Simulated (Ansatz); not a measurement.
# CH5BO2Se: the cost of one run

Computed with Ansatz 0.2.0 through its Python package. The levels of theory stand in the script.

**1. The system**

Bond lengths: C1–Se2 1.979 Å, Se2–B3 1.998 Å, B3–O4 1.411 Å, B3–O5 1.494 Å, C1–H6 1.089 Å, C1–H7 1.076 Å, C1–H8 1.126 Å, O4–H9 1.046 Å, O5–H10 1.016 Å. Angles: C1–Se2–B3 92.1°, Se2–C1–H6 106.8°, Se2–C1–H7 110.1°, Se2–C1–H8 105.2°, H6–C1–H7 115.1°, H6–C1–H8 108.8°, H7–C1–H8 110.3°, Se2–B3–O4 124.5°, Se2–B3–O5 118.8°, O4–B3–O5 116.7°, B3–O4–H9 107.0°, B3–O5–H10 104.6°.

The script holds or builds the structure itself.

**2. The code**

ch5bo2se.py

```python
"""CH5BO2Se at several levels of theory."""

from pathlib import Path

import ansatz
import numpy as np

ch5bo2se = (
    ansatz.Crystal.molecule()
    .atom("C", [-0.6023, -1.4993, -0.271])
    .atom("Se", [-0.3984, -0.0868, -1.6426])
    .atom("B", [0.3756, 1.1909, -0.3162])
    .atom("O", [-0.377, 2.1245, 0.4278])
    .atom("O", [1.8514, 1.1813, -0.0858])
    .atom("H", [-1.1121, -2.3324, -0.7519])
    .atom("H", [0.3544, -1.7374, 0.1607])
    .atom("H", [-1.2844, -1.0586, 0.5085])
    .atom("H", [-0.7096, 1.6335, 1.2889])
    .atom("H", [1.9855, 0.5331, 0.6846])
)

calc = ch5bo2se.calculation().basis(gaussian="def2-SVP")

print("functional    E (Ha)        dipole (D)   HOMO (eV)  LUMO (eV)")
for name in ["pbe0", "hse06", "lda", "b3lyp", "blyp", "pbe"]:
    rep = calc.functional(name).forces().orbitals().run(threads=1, pin="off", runs_dir="runs").report
    lines = Path(rep["orbitals_path"]).read_text().splitlines()
    field_of = lambda key: [line.split("=")[1].strip() for line in lines if line.startswith(key)]
    orbitals = [(27.211386 * float(e), s, float(n)) for e, s, n in zip(field_of("Ene="), field_of("Spin="), field_of("Occup="))]
    homo = max(e for e, _, n in orbitals if n > 0.5)
    lumo = min(e for e, _, n in orbitals if n < 0.5)
    dipole = 4.803205 * np.linalg.norm(rep["charge_distribution"]["dipole_moment_e_ang"])
    print(f"{name:10s} {rep['free_energy_ev'] / 27.211386246:14.6f} {dipole:9.3f} {homo:11.3f} {lumo:10.3f}")
```

**3. Running it**

Run with:

```console
python ch5bo2se.py
```

**Question.** How long does this script take on 1 thread of Intel Xeon Platinum 8375C at 2.90GHz (Ice Lake), shared host, and how much memory does it need?

About 24 s, with a peak of 0.34 GiB.
